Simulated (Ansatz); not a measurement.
Working through a rigid torsion scan of ClH₆PSi₂, SMILES [SiH3][SiH](P)Cl

Computed with Ansatz 0.2.0 through its Python package.

Run as a notebook:

In [1]:
```python
from dataclasses import dataclass

import ansatz as az
from ase import Atoms


@dataclass(frozen=True)
class Settings:
    basis: str = '6-31G*'
    functional: str = 'pbe0'
    fmax: float = 0.02
    method: str = 'mp2'


settings = Settings()

atoms = Atoms(['Si', 'Si', 'P', 'Cl', 'H', 'H', 'H', 'H', 'H', 'H'], positions=[
    (-1.376, -0.6732, 0.1646),
    (0.1607, 0.9702, -0.311),
    (2.247, 0.2103, -0.1732),
    (-0.0198, 2.5474, 0.9867),
    (-1.1688, -1.2136, 1.5362),
    (-1.2286, -1.8074, -0.7889),
    (-2.7712, -0.1648, 0.0618),
    (-0.0384, 1.5098, -1.6823),
    (2.139, -0.3892, 1.1033),
    (2.056, -0.9895, -0.897),
])
```

In [2]:
```python
# relax first, so that the scan starts from a minimum
first = (
    az.Crystal.molecule_from_ase(atoms).calculation()
    .basis(gaussian=settings.basis)
    .functional(settings.functional)
    .relax(force_tolerance=settings.fmax, max_steps=80)
)
atoms.positions = first.run().report['positions_ang']
```

In [3]:
```python
start = atoms.get_dihedral(2, 1, 0, 4)
energies = {}
for turn in range(0, 121, 20):
    turned = atoms.copy()
    turned.set_dihedral(2, 1, 0, 4, start + turn, indices=[0, 4, 5, 6])
    setup = (
        az.Crystal.molecule_from_ase(turned).calculation()
        .basis(gaussian=settings.basis)
        .correlation(settings.method)
    )
    energies[round((start + turn) % 360)] = setup.run().report['free_energy_ev']
floor = min(energies.values())
print('dihedral P2-Si1-Si0-H4 (deg)   E - E(min) (kJ/mol)')
for angle, e in sorted(energies.items()):
    print(f'{angle:8d} {96.485332 * (e - floor):14.3f}  ' + '#' * int(30 * (e - floor) / max(max(energies.values()) - floor, 1e-9)))
```
```text
dihedral P2-Si1-Si0-H4 (deg)   E - E(min) (kJ/mol)
      58          0.000
      78          1.669  #######
      98          4.961  ######################
     118          6.684  ##############################
     138          5.207  #######################
     158          2.141  #########
     178          0.633  ##
```

Notes:
- The scan is rigid and the energies are electronic, in a modest basis. With rigid groups the curve can differ much from the relaxed path, the start wasn't checked as a minimum of this torsion, and equivalent turns needn't return to the same energy.
- The start is relaxed with a density functional and scanned with the wavefunction method, so it isn't exactly that method's minimum.
- It ran for 36 s on 1 thread of Arm Neoverse V2 (shared host), peak memory 0.27 GiB.
